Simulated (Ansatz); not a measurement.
**KMnF3, 5 atoms: a scaling test**

Wanted: the time that a single point at HSE06 takes for KMnF3, and how the time changes with the share of the machine.

Program: Ansatz 0.2.0 (single point, HSE06, plane waves PAW). Host: Arm Neoverse N1, 56 cores, 56 hardware threads, 90 GiB; it was booked for these runs alone, one at a time. Each run is timed once from launch to exit, start-up included.

## 1. What is computed

The cell holds 5 atoms in 73 Å³.

## 2. The reference run

Contents of input.yaml:

```yaml
crystal:
  lattice:
    - [4.182679, 0.000000, 0.000000]
    - [0.000000, 4.182679, 0.000000]
    - [0.000000, 0.000000, 4.182679]
  atoms:
    - { symbol: K, position: [0.500000, 0.500000, 0.500000] }
    - { symbol: Mn, position: [0.000000, 0.000000, 0.000000], spin: 4.6 }
    - { symbol: F, position: [0.500000, 0.000000, 0.000000] }
    - { symbol: F, position: [0.000000, 0.000000, 0.500000] }
    - { symbol: F, position: [0.000000, 0.500000, 0.000000] }
kpoints:
  mp_grid: { grid: [2, 2, 2] }
basis: { ecutwfc: 520 }
hamiltonian:
  xc: hse06
magnetization: { spin_polarized: true }
scf:
  occupations: { method: fermi_dirac, width: 0.1 }
output: { eigenvalues: true }
```

Command:

```
$ taskset -c 8-63 ansatz run input.yaml --threads 56 --backend cpu --max-ram 64GiB --events-out ev --progress --plain --runs-dir out
```

The log of the run, cut to the lines that bear on the results:

```text
exact exchange: scf.exx.singularity resolves to wigner_seitz, which cuts the screened interaction at the faces of the exchange supercell's Wigner-Seitz cell, so that each pair interacts once, at the shortest of its separations (the periodic images that this le
[...]
Pseudopotentials: kind: paw
Pseudopotential: K, paw, valence charge 9, recommended cutoff 420 eV (normal), K.paw.azcp
Pseudopotential: Mn, paw, valence charge 15, recommended cutoff 420 eV (normal), Mn.paw.azcp
Pseudopotential: F, paw, valence charge 7, recommended cutoff 420 eV (normal), F.paw.azcp
Functional definition: HSE06
[...]
Crystal: 5 atoms, lattice volume = 73.175 Å³
Basis set: ecut = 520 eV, 1935 PW (Γ)
Bands: 30, of which v1, the nominal top of the filled ones, is band 23 counted from 1 (22 counted from 0)
Symmetry: 48 space group operations
Space group: Pm-3m (ITA 221), of the structure as read, at distance tolerance 4.2e-5 Å
Magnetic group: BNS 221.92 (UNI 1594), of the structure as read, at distance tolerance 4.2e-5 Å
k-points: 4 of 8
[...]
Starting moments: Σ|m| = 4.6 μB on 1 of 5 sites
[...]
SCF iter   1: F=—  HF=-7887.596514 eV  |F-HF|=—  |Δ(HF+E_count)|=         —  Δρ=4.68e-1 (↑1.79e-1 ↓4.68e-1)  dr2=2.82e2  dr2_m=1.97e1  M=1.358 μB ∫|m|=1.385 μB  β_m=0.30  ethr=1.00e-1  ⟨swp⟩=6.4  Hψ=774  notcnv=0
[...]
Starting moments: Σ|m| = 4.6 μB on 1 of 5 sites; this step starts from the density that it was given
[...]
Frozen-core exchange: fock
[...]
SCF 2 stopped early in 6 iterations: F = -7867.130677 eV  dr2 = 8.66e-7
hybrid outer 1: dexx = +2.716e-2 eV, tail = 8.63e-5 eV
[... 15 lines ...]
[...]
Frozen-core exchange: fock
[...]
SCF iter   3: F=-7867.130415 eV  HF=-7867.130415 eV  |F-HF|=4.41e-8  |Δ(HF+E_count)|=   9.08e-8  Δρ=1.07e-5 (↑9.39e-6 ↓1.07e-5)  dr2=8.28e-8  dr2_m=2.45e-8  M=5.000 μB ∫|m|=5.015 μB  ethr=1.51e-9  ⟨swp⟩=4.0  Hψ=559  notcnv=0  defer=2
[...]
hybrid outer 2: dexx = +1.185e-6 eV, tail = 3.25e-7 eV, Δε = 6.22e-3 eV (about 4.92e-4 eV left of the loop's levels)
this state was not tested for a lower state beside it, because the functional holds exact exchange (a hybrid, or Hartree-Fock), whose exchange loop this test does not read (fock_operator); the stability check (scf.self_checks: high) cannot read this state: a p
hybrid SCF converged: 2 outer / 9 inner (+11 warm-up), last move |dexx| = 1.19e-6 eV, tail = 3.25e-7 eV
Magnetization: 5.0000 μB (25.0000 up, 20.0000 down)
Absolute magnetization: 5.0155 μB (∫|ρ↑−ρ↓|, with the PAW one-centre terms)
Spin contamination: 0.0029 ħ² per cell (⟨S²⟩ above its minimum at these occupations)
Per-site moments (μB) at R_I (Å): [(-0.0004954664992838341, 1.2200102823259593), (4.257638604513876, 0.86267754375), (0.06251079656995642, 0.86267754375), (0.06251079656995617, 0.86267754375), (0.06251079656995616, 0.86267754375)]
Free energy (F): -7867.130415 eV
Frozen-core exchange: fock
[...]
E sigma→0 (E₀):  -7867.130415 eV
Fermi energy:    7.574372 eV
[...]
--- Band table (eV; the first three rows and the last of 8) ---
[... band rows left out ...]
[...]
```

Wall time 4.4 s, CPU time 95 s, peak memory 0.82 GiB, 20 SCF iterations in all (56 threads).

Size of the job: 4 k-points, 1935 plane waves, 30 bands, 45 valence electrons, 48 symmetry operations.

Where the time went (the program's own counters):

```tsv
phase	seconds	share of the wall time
diag	1.1	26 %
published_bands	0.81	18 %
ace_build	0.58	13 %
potential	0.18	4 %
exx_invariance	0.18	4 %
```

## 3. On 8 threads

input.yaml is that of step 2.

Command:

```
$ taskset -c 8-63 ansatz run input.yaml --threads 8 --backend cpu --max-ram 64GiB --events-out ev --progress --plain --runs-dir out
```

The log of the run, cut to the lines that bear on the results:

```text
exact exchange: scf.exx.singularity resolves to wigner_seitz, which cuts the screened interaction at the faces of the exchange supercell's Wigner-Seitz cell, so that each pair interacts once, at the shortest of its separations (the periodic images that this le
pinning: not binding workers (pin `auto` leaves the workers unbound: those that work in every phase are 16 at the most and take half of the cores in the planning thread's mask or fewer, and bound, runs started alike would share the same CPUs; alone on the mach
[...]
Pseudopotentials: kind: paw
Pseudopotential: K, paw, valence charge 9, recommended cutoff 420 eV (normal), K.paw.azcp
Pseudopotential: Mn, paw, valence charge 15, recommended cutoff 420 eV (normal), Mn.paw.azcp
Pseudopotential: F, paw, valence charge 7, recommended cutoff 420 eV (normal), F.paw.azcp
Functional definition: HSE06
[...]
this state was not tested for a lower state beside it, because the functional holds exact exchange (a hybrid, or Hartree-Fock), whose exchange loop this test does not read (fock_operator); the stability check (scf.self_checks: high) cannot read this state: a p
hybrid SCF converged: 2 outer / 9 inner (+11 warm-up), last move |dexx| = 1.19e-6 eV, tail = 3.30e-7 eV
Magnetization: 5.0000 μB (25.0000 up, 20.0000 down)
Absolute magnetization: 5.0155 μB (∫|ρ↑−ρ↓|, with the PAW one-centre terms)
Spin contamination: 0.0029 ħ² per cell (⟨S²⟩ above its minimum at these occupations)
Per-site moments (μB) at R_I (Å): [(-0.0004953912250375216, 1.2200102823259593), (4.257638430923394, 0.86267754375), (0.0625106715210338, 0.86267754375), (0.0625106715210343, 0.86267754375), (0.06251067152103484, 0.86267754375)]
Free energy (F): -7867.130415 eV
Frozen-core exchange: fock
[...]
E sigma→0 (E₀):  -7867.130415 eV
Fermi energy:    7.574372 eV
[...]
--- Band table (eV; the first three rows and the last of 8) ---
[... band rows left out ...]
[...]
```

Wall time 6.6 s, CPU time 37 s, peak memory 0.73 GiB, 20 SCF iterations in all (8 threads).

## 4. On 1 thread

input.yaml is that of step 3.

Command:

```
$ taskset -c 8-63 ansatz run input.yaml --threads 1 --backend cpu --max-ram 64GiB --events-out ev --progress --plain --runs-dir out
```

The log of the run, cut to the lines that bear on the results:

```text
exact exchange: scf.exx.singularity resolves to wigner_seitz, which cuts the screened interaction at the faces of the exchange supercell's Wigner-Seitz cell, so that each pair interacts once, at the shortest of its separations (the periodic images that this le
[...]
Pseudopotentials: kind: paw
Pseudopotential: K, paw, valence charge 9, recommended cutoff 420 eV (normal), K.paw.azcp
Pseudopotential: Mn, paw, valence charge 15, recommended cutoff 420 eV (normal), Mn.paw.azcp
Pseudopotential: F, paw, valence charge 7, recommended cutoff 420 eV (normal), F.paw.azcp
Functional definition: HSE06
[...]
Crystal: 5 atoms, lattice volume = 73.175 Å³
Basis set: ecut = 520 eV, 1935 PW (Γ)
Bands: 30, of which v1, the nominal top of the filled ones, is band 23 counted from 1 (22 counted from 0)
Symmetry: 48 space group operations
Space group: Pm-3m (ITA 221), of the structure as read, at distance tolerance 4.2e-5 Å
Magnetic group: BNS 221.92 (UNI 1594), of the structure as read, at distance tolerance 4.2e-5 Å
k-points: 4 of 8
[...]
Absolute magnetization: 5.0155 μB (∫|ρ↑−ρ↓|, with the PAW one-centre terms)
Spin contamination: 0.0029 ħ² per cell (⟨S²⟩ above its minimum at these occupations)
Per-site moments (μB) at R_I (Å): [(-0.0004954587068554786, 1.2200102823259593), (4.257638528101393, 0.86267754375), (0.06251087227251031, 0.86267754375), (0.06251087227251086, 0.86267754375), (0.06251087227251112, 0.86267754375)]
Free energy (F): -7867.130415 eV
Frozen-core exchange: fock
[...]
E sigma→0 (E₀):  -7867.130415 eV
Fermi energy:    7.574369 eV
[...]
--- Band table (eV; the first three rows and the last of 8) ---
[... band rows left out ...]
```

Wall time 33 s, CPU time 33 s, peak memory 0.62 GiB, 20 SCF iterations in all (1 thread).

## 5. Speed-up with more threads

```tsv
threads	wall time	speed-up	efficiency	CPU time
1	33 s	1	100 %	33 s
8	6.6 s	5.1	63 %	37 s
56	4.4 s	7.5	13 %	95 s
```

## 6. Results

| quantity | value |
| --- | --- |
| reference | 4.4 s on 56 threads |
| fastest over threads | 4.4 s on 56 |
| speed-up from 1 to 56 threads | 7.5 (13 % efficient) |

**Reading.** Going from 1 to 56 threads cuts the time by a factor of 7.5, 13 % of the ideal. Efficiency stays over one half up to 8 threads among the points run; beyond that, several jobs side by side use the machine better. The figures hold for this build, input and host.
